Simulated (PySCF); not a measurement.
**[Gd(H2O)2]3+: other functionals and bases at one geometry**

One table from this session's results is given with a row withheld; the runs are named, their logs left out.

Program: PySCF 2.14.0. Level of theory: several levels, as the steps say, no spin–orbit coupling. These are calculated values, not measurements.

1 further run of the same task is left out (for a known fault of the program).

### The starting structure

7 atoms, charge 3, spin multiplicity 1.

Bond lengths: Gd1–O2 2.239 Å, Gd1–O5 2.239 Å, O2–H3 0.993 Å, O2–H4 0.995 Å, O5–H6 0.993 Å, O5–H7 0.995 Å. Angles: O2–Gd1–O5 111.5°, Gd1–O2–H3 129.2°, Gd1–O2–H4 128.2°, H3–O2–H4 102.6°, Gd1–O5–H6 129.2°, Gd1–O5–H7 128.1°, H6–O5–H7 102.6°.

As a file:

```
Gd   -1.07902    0.14694    0.00576
O     0.17304   -0.07041    1.84936
H     1.09605    0.25359    2.02277
H    -0.07456   -0.49370    2.71458
O     0.16736    0.03833   -1.85070
H     1.09523   -0.29745   -1.96595
H    -0.08425    0.30351   -2.77582
```

Formal oxidation states: Gd +3. Each metal's 7 4f electrons lie in its core potential, so multiplicities, spins and levels count the valence alone. An earlier session relaxed this geometry at PBE0, Gd lcecp-1-SVP with ECP53, O def2-SVP, H def2-SVP (singlet, point group C1).

At PBE0 on the finer grid: E = -187.280723 Eh, HOMO -26.50 eV, LUMO -18.59 eV, Mulliken charge on Gd1 +2.24 e, largest force component 0.020 eV/Å. 

Levels to run: BP86; BLYP; PBE0, TZVP. Hardware: 2 threads of Arm Neoverse V1, shared host.

The first run:

run.py (the lines that set the calculation) reads:

```python
mol = gto.M(atom='''
Gd    -1.07902     0.14694     0.00576
O      0.17304    -0.07041     1.84936
H      1.09605     0.25359     2.02277
H     -0.07456    -0.49370     2.71458
O      0.16736     0.03833    -1.85070
H      1.09523    -0.29745    -1.96595
H     -0.08425     0.30351    -2.77582''',
    basis={'Gd': 'lcecp-1-SVP', 'O': 'def2-SVP', 'H': 'def2-SVP'},
    ecp={'Gd': 'lcecp-1-SVP'},
    charge=3, spin=0)
mf = dft.RKS(mol, xc='B88,P86')
mf.grids.atom_grid = (75, 302)  # f atoms: unpruned, at least (60, 302)
mf = mf.density_fit()  # fitting sets: Gd AutoAux, O def2-universal-JKFIT, H def2-universal-JKFIT
mf.conv_tol = 1e-08; mf.max_cycle = 55
mf.kernel(dm0)  # dm0: the density of the relaxed state
```

The run is started by

```console
$ OMP_NUM_THREADS=2 python run.py
```

Steps of the session up to this table: BP86; BLYP; PBE0, TZVP.

One table of the session follows, with a row left open; its other results are not shown here.

```
              level  HOMO (eV)  gap (eV)  charge on Gd1 (e)  dipole (D)  largest force component (eV/Å)
PBE0 (relaxed here)     -26.50      7.92               2.24        3.06                            0.02
               BP86     -24.85      5.27               2.14        3.36                            0.50
               BLYP     -24.63      5.10               2.12        3.38                            0.54
         PBE0, TZVP          ?         ?                  ?           ?                               ?
```

Estimate the missing values for PBE0, TZVP.

As computed: HOMO (eV): -26.49; gap (eV): 7.99; charge on Gd1 (e): 2.39; dipole (D): 3.08; largest force component (eV/Å): 0.28. In the column «HOMO (eV)» it lies between PBE0 (relaxed here) (-26.50) and BP86 (-24.85).

The dipole of a charged species depends on the origin, so these sizes hold for this origin alone.

In one basis the HOMO–LUMO gap runs from 5.10 eV (BLYP) to 7.92 eV (PBE0). The largest leftover force, 0.54 eV/Å with BLYP, stands at a geometry relaxed at another level. With 4f in the core, its levels are missing from HOMO and gap, and its count is fixed, so no charge can pass from the ligands into it. Total energies of different levels can't be compared.
